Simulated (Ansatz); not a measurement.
**Ta2N: properties at the relaxed cell**

The task here is to estimate one member of a computed series from the others.

Method: DFT PBEsol, scalar-relativistic, plane waves, PAW, in Ansatz 0.2.0.

1 further run of the same task is left out (set aside as unsound or not needed). Runs told in other sessions of the task aren't counted.

## The starting structure

The structure is trigonal, space group P-31m (No. 162). Conventional cell: a = 5.264 Å, b = 5.264 Å, c = 4.913 Å, α = 90.00°, β = 90.00°, γ = 120.00°. Around Ta (site symmetry m) lie 3 N at 2.13 to 2.15 Å. N (site symmetry 32) is surrounded by 6 Ta at 2.15 Å. N (site symmetry -3m) has 6 Ta at 2.13 Å in its first shell of neighbours.

As a file:

```xyz
9
Lattice="5.2641 0.0000 0.0000 -2.6320 4.5588 0.0000 0.0000 0.0000 4.9126" Properties=species:S:1:pos:R:3 pbc="T T T"
Ta    1.7551    3.0399    3.6982
Ta   -0.8770    1.5190    3.6982
Ta    1.7540    0.0000    3.6982
Ta    0.8770    1.5190    1.2144
Ta   -1.7551    3.0399    1.2144
Ta    3.5101    0.0000    1.2144
N     2.6320    1.5196    2.4563
N     0.0000    3.0392    2.4563
N     0.0000    0.0000    0.0000
```

It goes back to an entry of the Materials Project, which need not be the stable form.

It is the result of an earlier relaxation at this level (volume 13.10 Å³/atom; gap on the mesh: none (metal)).

Set-up of the first run:

The input, input.yaml:

```yaml
crystal:
  lattice:
    - [5.2109214525, 0.0, 0.0]
    - [-2.6054607262, 4.512790355, 0.0]
    - [0.0, 0.0, 4.8629764229]
  atoms:
    - { symbol: Ta, position: [0.6668041056, 0.6668041056, 0.7527922739] }
    - { symbol: Ta, position: [0.0, 0.3331958944, 0.7527922739] }
    - { symbol: Ta, position: [0.3331958944, 0.0, 0.7527922739] }
    - { symbol: Ta, position: [0.3331958944, 0.3331958944, 0.2472077261] }
    - { symbol: Ta, position: [0.0, 0.6668041056, 0.2472077261] }
    - { symbol: Ta, position: [0.6668041056, 0.0, 0.2472077261] }
    - { symbol: "N", position: [0.6666666667, 0.3333333333, 0.5] }
    - { symbol: "N", position: [0.3333333333, 0.6666666667, 0.5] }
    - { symbol: "N", position: [0.0, 0.0, 0.0] }
basis:
  ecutwfc: 420
kpoints:
  mp_grid: { grid: [12, 12, 8] }
hamiltonian:
  xc: pbesol
scf:
  occupations: { method: gaussian, width: 0.1 }
output:
  forces: true
  stress: true
  eigenvalues: true
  write_density: true
  write_potential: true
  elf: true
  volumetric_format: npy
relax:
  adjacent_minimum: "off"
  f_tol: 0.01
  max_steps: 30
  cell: { stress_tol: 0.1, fix: [volume] }
```

On the command line:

```sh
ansatz run input.yaml --threads 2 --pin off --max-ram 5120MiB --backend cpu --events-out ev --progress --plain --runs-dir out
```

Among the steps run: The cell scaled to 0.97 of its volume; The cell scaled to 1.03 of its volume; The cell scaled to 0.94 of its volume; Volume × 1.06; Volume × 0.91; Volume × 1.10; The cell scaled to 0.88 of its volume.

One of the session's tables, all rows but one given; the rest of the session is left out.

It belongs to the step «Equation of state». 

```
volume (Å³/atom)  energy above the lowest point (meV/atom)  pressure (GPa)
          11.527                                     222.3           50.72
          11.920                                     117.9           34.87
          12.313                                      49.4           21.35
          12.706                                      11.6            9.81
          13.099                                       0.0           -0.05
          13.492                                      10.7           -8.46
          13.885                                         ?               ?
          14.409                                     105.2          -23.57
```

**Question.** Estimate the row for volume (Å³/atom) = 13.885.

Worked estimate for «energy above the lowest point (meV/atom)». A straight line through the neighbours (13.492, 10.7) and (14.409, 105.2) gives 10.7 + (105.2 − 10.7) × (13.885 − 13.492) / (14.409 − 13.492) = 51.2; a parabola fitted to 3 rows on both sides gives 39.3.

As computed: energy above the lowest point (meV/atom): 40.6; pressure (GPa): -15.63. In «energy above the lowest point (meV/atom)» the line misses by +10.6 and the parabola by -1.3.

Caveats from the session: The final runs have no spin polarisation, so a magnetic state may lie lower.
